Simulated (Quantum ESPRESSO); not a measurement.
# NbSi (Fm-3m) in Quantum ESPRESSO: notebook, part 3 of 3

Quantum ESPRESSO 7.5. The steps go on from the part before.

### Step 7. Projected density of states, PBE+U

Contents of pw.in:

```
&CONTROL
  calculation = 'scf'
  prefix = 'pwscf'
  outdir = './tmp'
  pseudo_dir = './pseudo'
  tprnfor = .true.
  tstress = .true.
  disk_io = 'low'
/
&SYSTEM
  ibrav = 0
  nat = 2
  ntyp = 2
  ecutwfc = 55
  ecutrho = 440
  nbnd = 18
  occupations = 'smearing'
  smearing = 'fd'
  degauss = 0.00367493
/
&ELECTRONS
  conv_thr = 4d-10
  electron_maxstep = 120
  mixing_beta = 0.3
/
ATOMIC_SPECIES
Nb    92.9064 Nb.pbe-spn-kjpaw_psl.0.3.0.UPF
Si    28.0850 Si.pbe-n-rrkjus_psl.1.0.0.UPF
CELL_PARAMETERS angstrom
   0.0000000000    2.5738300000    2.5738300000
   2.5738300000    0.0000000000    2.5738300000
   2.5738300000    2.5738300000    0.0000000000
ATOMIC_POSITIONS angstrom
Nb     0.0000000000    0.0000000000    0.0000000000
Si     2.5738300000    2.5738300000    2.5738300000
K_POINTS automatic
9 9 9 0 0 0
HUBBARD {ortho-atomic}
U Nb-4d 8.0
```

Contents of nscf.in:

```
&CONTROL
  calculation = 'nscf'
  prefix = 'pwscf'
  outdir = './tmp'
  pseudo_dir = './pseudo'
  disk_io = 'low'
/
&SYSTEM
  ibrav = 0
  nat = 2
  ntyp = 2
  ecutwfc = 55
  ecutrho = 440
  nbnd = 18
  occupations = 'tetrahedra_opt'
/
&ELECTRONS
  conv_thr = 1d-08
  electron_maxstep = 120
  mixing_beta = 0.3
  startingwfc = 'random'
/
ATOMIC_SPECIES
Nb    92.9064 Nb.pbe-spn-kjpaw_psl.0.3.0.UPF
Si    28.0850 Si.pbe-n-rrkjus_psl.1.0.0.UPF
CELL_PARAMETERS angstrom
   0.0000000000    2.5738300000    2.5738300000
   2.5738300000    0.0000000000    2.5738300000
   2.5738300000    2.5738300000    0.0000000000
ATOMIC_POSITIONS angstrom
Nb     0.0000000000    0.0000000000    0.0000000000
Si     2.5738300000    2.5738300000    2.5738300000
K_POINTS automatic
14 14 14 0 0 0
HUBBARD {ortho-atomic}
U Nb-4d 8.0
```

Contents of projwfc.in:

```
&PROJWFC
  prefix = 'pwscf'
  outdir = './tmp'
  filpdos = 'p'
  Emin = 0
  Emax = 25
  DeltaE = 0.05
/
```

Potentials or basis: SSSP 1.3 efficiency PBE.

Command:

```bash
$ OMP_NUM_THREADS=1 pw.x -in pw.in > pw.out
$ OMP_NUM_THREADS=1 pw.x -in nscf.in > nscf.out
$ OMP_NUM_THREADS=1 projwfc.x -in projwfc.in > projwfc.out
```

pw.out:

```text
This program is part of the open-source Quantum ESPRESSO suite
     for quantum simulation of materials; please cite
         "P. Giannozzi et al., J. Phys.:Condens. Matter 21 395502 (2009);
         "P. Giannozzi et al., J. Phys.:Condens. Matter 29 465901 (2017);
         "P. Giannozzi et al., J. Chem. Phys. 152 154105 (2020);
     in publications or presentations arising from this work. More details at

     file Nb.pbe-spn-kjpaw_psl.0.3.0.UPF: wavefunction(s)  4S 4P renormalized
     Message from routine setup:
     using ibrav=0 with symmetry is DISCOURAGED, use correct ibrav instead

     G-vector sticks info
     --------------------
     sticks:   dense  smooth     PW     G-vecs:    dense   smooth      PW
     Sum        1417     721    211                35749    12627    2109

     Using Slab Decomposition

     bravais-lattice index     =            0
     lattice parameter (alat)  =       6.8785  a.u.
     unit-cell volume          =     230.1263 (a.u.)^3
     number of atoms/cell      =            2
     number of atomic types    =            2
[... 493 lines left out ...]
   -41.1523 -17.3476 -17.3200 -17.2814   5.6815  10.2913  10.9455  11.3802
    15.6274  16.4424  16.7132  17.7574  17.9503  23.5271  24.0617  24.8179
    26.6788  27.6521

     the Fermi energy is    15.0027 ev

!    total energy              =    -345.03686868 Ry
     estimated scf accuracy    <          5.8E-11 Ry
     smearing contrib. (-TS)   =      -0.00145343 Ry
     internal energy E=F+TS    =    -345.03541525 Ry

     The total energy is F=E-TS. E is the sum of the following terms:
     one-electron contribution =     -24.27125959 Ry
     hartree contribution      =      21.15310921 Ry
     xc contribution           =     -35.18884262 Ry
     ewald contribution        =     -98.84504128 Ry
     Hubbard energy            =       0.60682242 Ry
     one-center paw contrib.   =    -208.49020340 Ry

     convergence has been achieved in  15 iterations

     Forces acting on atoms (cartesian axes, Ry/au):

     atom    1 type  1   force =     0.00000000   -0.00000000    0.00000000
     atom    2 type  2   force =    -0.00000000    0.00000000   -0.00000000

     Total force =     0.000000     Total SCF correction =     0.000000

     Computing stress (Cartesian axis) and pressure

          total   stress  (Ry/bohr**3)                   (kbar)     P=       94.22
   0.00064049  -0.00000000  -0.00000000           94.22       -0.00       -0.00
  -0.00000000   0.00064049  -0.00000000           -0.00       94.22       -0.00
  -0.00000000  -0.00000000   0.00064049           -0.00       -0.00       94.22

=------------------------------------------------------------------------------=
   JOB DONE.
=------------------------------------------------------------------------------=
```

nscf.out:

```text
This program is part of the open-source Quantum ESPRESSO suite
     for quantum simulation of materials; please cite
         "P. Giannozzi et al., J. Phys.:Condens. Matter 21 395502 (2009);
         "P. Giannozzi et al., J. Phys.:Condens. Matter 29 465901 (2017);
         "P. Giannozzi et al., J. Chem. Phys. 152 154105 (2020);
     in publications or presentations arising from this work. More details at

[... 128 lines left out ...]

     Number of k-points >= 100: set verbosity='high' to print the bands.

     the Fermi energy is    14.9748 ev
     (compare with:    15.0027 eV, computed in scf)

=------------------------------------------------------------------------------=
   JOB DONE.
=------------------------------------------------------------------------------=
```

Wall time 1.9 min (1 thread of Arm Neoverse V1, shared host); peak memory 0.17 GiB.

What came out:

```yaml
Free_energy: -4694.4658 eV
Pressure: 9.4 GPa
Band_gap_on_the_k_mesh: none (metal or under the smearing width)
Loewdin_charges: Nb +0.29; Si -0.21 e
```

Levels at points of the mesh, in eV from the Fermi level:
| k point | band 4 | band 5 | band 6 | band 7 | band 8 | band 9 | band 10 | band 11 | band 12 | band 13 |
| --- | --- | --- | --- | --- | --- | --- | --- | --- | --- | --- |
| (0.00, 0.00, 0.00) | -32.21 | -11.55 | -2.99 | -2.99 | -0.40 | -0.40 | -0.40 | 1.60 | 1.60 | 1.60 |

States per cell in windows of 0.5 eV (zero at the Fermi level; states under -8 eV left out):
| from (eV) | total | Nb#1 d wfc4 | Si#2 p wfc2 | Nb#1 s wfc2 | Si#2 s wfc1 | Nb#1 p wfc3 | Nb#1 s wfc1 |
| --- | --- | --- | --- | --- | --- | --- | --- |
| -8.0 | 0.00 | 0.00 | 0.00 | 0.00 | 0.00 | 0.00 | 0.00 |
| -7.5 | 0.00 | 0.00 | 0.00 | 0.00 | 0.00 | 0.00 | 0.00 |
| -7.0 | 0.00 | 0.00 | 0.00 | 0.00 | 0.00 | 0.00 | 0.00 |
| -6.5 | 0.02 | 0.01 | 0.01 | 0.00 | 0.00 | 0.00 | 0.00 |
| -6.0 | 0.26 | 0.08 | 0.14 | 0.03 | 0.01 | 0.00 | 0.01 |
| -5.5 | 0.82 | 0.31 | 0.41 | 0.06 | 0.01 | 0.01 | 0.01 |
| -5.0 | 0.90 | 0.47 | 0.38 | 0.03 | 0.01 | 0.01 | 0.00 |
| -4.5 | 1.24 | 0.68 | 0.51 | 0.01 | 0.03 | 0.01 | 0.00 |
| -4.0 | 1.10 | 0.55 | 0.49 | 0.00 | 0.03 | 0.02 | 0.00 |
| -3.5 | 0.72 | 0.43 | 0.26 | 0.00 | 0.01 | 0.01 | 0.00 |
| -3.0 | 0.46 | 0.30 | 0.14 | 0.00 | 0.01 | 0.00 | 0.00 |
| -2.5 | 0.25 | 0.17 | 0.06 | 0.00 | 0.00 | 0.00 | 0.00 |
| -2.0 | 0.10 | 0.07 | 0.02 | 0.00 | 0.00 | 0.00 | 0.00 |
| -1.5 | 0.05 | 0.04 | 0.01 | 0.00 | 0.00 | 0.00 | 0.00 |
| -1.0 | 0.30 | 0.16 | 0.13 | 0.00 | 0.00 | 0.00 | 0.00 |
| -0.5 | 0.69 | 0.45 | 0.17 | 0.01 | 0.02 | 0.00 | 0.00 |
| 0.0 | 0.75 | 0.51 | 0.14 | 0.03 | 0.04 | 0.00 | 0.00 |
| 0.5 | 0.80 | 0.54 | 0.12 | 0.05 | 0.05 | 0.00 | 0.00 |
| 1.0 | 0.85 | 0.63 | 0.10 | 0.03 | 0.05 | 0.00 | 0.00 |
| 1.5 | 0.97 | 0.71 | 0.12 | 0.05 | 0.05 | 0.00 | 0.00 |
| 2.0 | 0.97 | 0.56 | 0.14 | 0.14 | 0.08 | 0.00 | 0.00 |
| 2.5 | 1.21 | 0.83 | 0.21 | 0.08 | 0.05 | 0.00 | 0.00 |
| 3.0 | 1.23 | 0.78 | 0.36 | 0.02 | 0.04 | 0.00 | 0.00 |
| 3.5 | 0.74 | 0.32 | 0.28 | 0.01 | 0.04 | 0.00 | 0.00 |
| 4.0 | 0.65 | 0.18 | 0.22 | 0.01 | 0.05 | 0.00 | 0.00 |
| 4.5 | 0.50 | 0.11 | 0.17 | 0.01 | 0.05 | 0.00 | 0.00 |
| 5.0 | 0.39 | 0.07 | 0.12 | 0.01 | 0.03 | 0.00 | 0.00 |
| 5.5 | 0.36 | 0.04 | 0.06 | 0.03 | 0.03 | 0.00 | 0.00 |
| 6.0 | 0.36 | 0.03 | 0.05 | 0.05 | 0.03 | 0.00 | 0.00 |
| 6.5 | 0.58 | 0.05 | 0.09 | 0.08 | 0.03 | 0.00 | 0.00 |
| 7.0 | 0.47 | 0.04 | 0.08 | 0.05 | 0.02 | 0.00 | 0.00 |
| 7.5 | 0.42 | 0.03 | 0.06 | 0.02 | 0.01 | 0.00 | 0.00 |

Eigenvalues of the final occupation matrices:
| site | spin | trace | eigenvalues |
| --- | --- | --- | --- |
| Nb 1 4d | each | 2.17 | 0.27 0.27 0.27 0.68 0.68 |

Caveat: U without spin polarisation on a metal has little footing; the U is typed as a test and isn't derived for this compound.

### Step 8. Summary

```csv
U,gap on the mesh (eV),pressure (GPa)
Nb d U = 2 eV,none,0.6
Nb d U = 3 eV,none,1.0
Nb d U = 4 eV,none,1.6
Nb d U = 5 eV,none,2.4
Nb d U = 6 eV,none,3.7
Nb d U = 8 eV,none,9.4
```

Alike in all rows: task projected density of states; level PBE+U; potentials or basis SSSP 1.3 efficiency PBE; no spin polarisation; cell as given; k mesh 9 × 9 × 9; cutoff (eV) 748; smearing fermi-dirac 0.05 eV.

Every run on the cell as given and a fine mesh finds a metal.

Caveats: U without spin polarisation on a metal has little footing; the U is typed as a test and isn't derived for this compound.

Absolute energies hang on the potentials; compare differences alone.
